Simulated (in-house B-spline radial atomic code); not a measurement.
**Ba³⁺: excited configurations**

Aim: the energies of several excited configurations of Ba³⁺ above a reference configuration, each from its own self-consistent run.

Program: in-house B-spline radial atomic code version 1. Level of theory: Dirac-Hartree-Fock, average of configuration, Fermi nucleus, basis-set limit. These are calculated values, not measurements, unless marked.

### Step 1. Starting point

| Quantity | Value |
| --- | --- |
| element | barium (Z = 56) |
| charge | +3 |
| electrons | 53 |
| configuration | [Kr] 4d10 5s2 5p5 |
| Hamiltonian | Dirac-Coulomb |
| nucleus | Fermi, rms radius 4.838 fm |

Outer shells as boxes (Hund's rule):

[Kr] 4d10 5s2 5p5
```
[Kr] core
4d [↑↓][↑↓][↑↓][↑↓][↑↓]
5s [↑↓]
5p [↑↓][↑↓][↑ ]
```

The boxes draw the filling by Hund's rule, which heavy ions in jj coupling don't follow; these runs average over all states of the configuration.

Settings of the run:

```ini
Z = 56
electrons = 53.0
configuration = [Kr] 4d10 5s2 5p5
hamiltonian = dirac
method = hf
spin_polarised = False
nucleus = fermi
rms_radius = 4.8378
mass_number = 138
atomic_mass = 137.905247059
speed_of_light = 137.035999084
```

The reference is known from an earlier run: -8133.840473 hartree in all. Up to eight levels, counted from the top:

```
orbital  occupation  energy (eV)  <r> (bohr)
  4s1/2           2      -304.21      0.6734
  4p1/2           2      -245.46      0.6979
  4p3/2           4      -229.51      0.7232
  4d3/2           4      -131.53      0.7932
  4d5/2           6      -128.78      0.8030
  5s1/2           2      -66.352       1.625
  5p1/2     1.66667      -49.199       1.799
  5p3/2     3.33333      -46.783       1.864
```

### Step 2. Configuration [Kr] 4d10 5s1 5p5 5g1

Settings of the run:

```ini
Z = 56
electrons = 53.0
configuration = [Kr] 4d10 5s1 5p5 5g1
hamiltonian = dirac
method = hf
spin_polarised = False
nucleus = fermi
rms_radius = 4.8378
mass_number = 138
atomic_mass = 137.905247059
speed_of_light = 137.035999084
```

### Step 3. Run with [Ar] 3d9 4s2 4p6 4d10 5s2 5p5 7d1

Changes to the settings of step 2:

```diff
@@ -2,3 +2,3 @@
 electrons = 53.0
-configuration = [Kr] 4d10 5s1 5p5 5g1
+configuration = [Ar] 3d9 4s2 4p6 4d10 5s2 5p5 7d1
 hamiltonian = dirac
```

### Step 4. [Kr] 4d10 5s2 5p4 6g1

Changes to the settings of step 3:

```diff
@@ -2,3 +2,3 @@
 electrons = 53.0
-configuration = [Ar] 3d9 4s2 4p6 4d10 5s2 5p5 7d1
+configuration = [Kr] 4d10 5s2 5p4 6g1
 hamiltonian = dirac
```

### Step 5. [Kr] 4d10 5s1 5p5 7p1

Changes to the settings of step 4:

```diff
@@ -2,3 +2,3 @@
 electrons = 53.0
-configuration = [Kr] 4d10 5s2 5p4 6g1
+configuration = [Kr] 4d10 5s1 5p5 7p1
 hamiltonian = dirac
```

### Step 6. [Ar] 3d10 4s2 4p5 4d10 5s2 5p5 6f1

Changes to the settings of step 5:

```diff
@@ -2,3 +2,3 @@
 electrons = 53.0
-configuration = [Kr] 4d10 5s1 5p5 7p1
+configuration = [Ar] 3d10 4s2 4p5 4d10 5s2 5p5 6f1
 hamiltonian = dirac
```

### Step 7. Configuration [Kr] 4d10 5s1 5p5 9d1

Changes to the settings of step 6:

```diff
@@ -2,3 +2,3 @@
 electrons = 53.0
-configuration = [Ar] 3d10 4s2 4p5 4d10 5s2 5p5 6f1
+configuration = [Kr] 4d10 5s1 5p5 9d1
 hamiltonian = dirac
```

How far above the reference does each configuration lie (order and size, in eV)?

The runs gave:

| net move | configuration | energy above the reference (eV) | with Breit, QED, recoil (eV) | largest <r> (bohr) |
| --- | --- | --- | --- | --- |
| 5p → 6g | [Kr] 4d10 5s2 5p4 6g1 | 40.994 | 40.970 | 10.9 |
| 5s → 7p | [Kr] 4d10 5s1 5p5 7p1 | 54.355 | 54.287 | 7.12 |
| 5s → 5g | [Kr] 4d10 5s1 5p5 5g1 | 56.980 | 56.909 | 6.81 |
| 5s → 9d | [Kr] 4d10 5s1 5p5 9d1 | 61.319 | 61.248 | 17.9 |
| 4p → 6f | [Ar] 3d10 4s2 4p5 4d10 5s2 5p5 6f1 | 221.24 | 220.99 | 8.21 |
| 3d → 7d | [Ar] 3d9 4s2 4p6 4d10 5s2 5p5 7d1 | 814.76 | 814.32 | 8.69 |

Quantum defects of the promoted electron, δ = n − ζ/√(−2ε) with ζ = 4 and ε its orbital energy in hartree:

| promotion | δ |
| --- | --- |
| 5p → 6g | 0.014 |
| 5s → 7p | 2.624 |
| 5s → 9d | 1.967 |
| 4p → 6f | 0.909 |
| 3d → 7d | 2.027 |

**Reading.** The lowest of them is 5p → 6g at 40.994 eV and the highest 3d → 7d at 814.76 eV. Koopmans' estimate of the ionisation threshold is 46.783 eV; 5 configurations exceed it by over 2 % and could autoionise. Of those tabulated, the defect is largest for 7p (2.62) and least for 6g (0.01): low angular momentum penetrates the core, high angular momentum stays outside it. Two partly filled shells share a symmetry and can mix in the average, which may lower the energy, for: 5s → 7p; 4p → 6f; 3d → 7d. These are averages over configurations, without correlation, not spectroscopic levels.
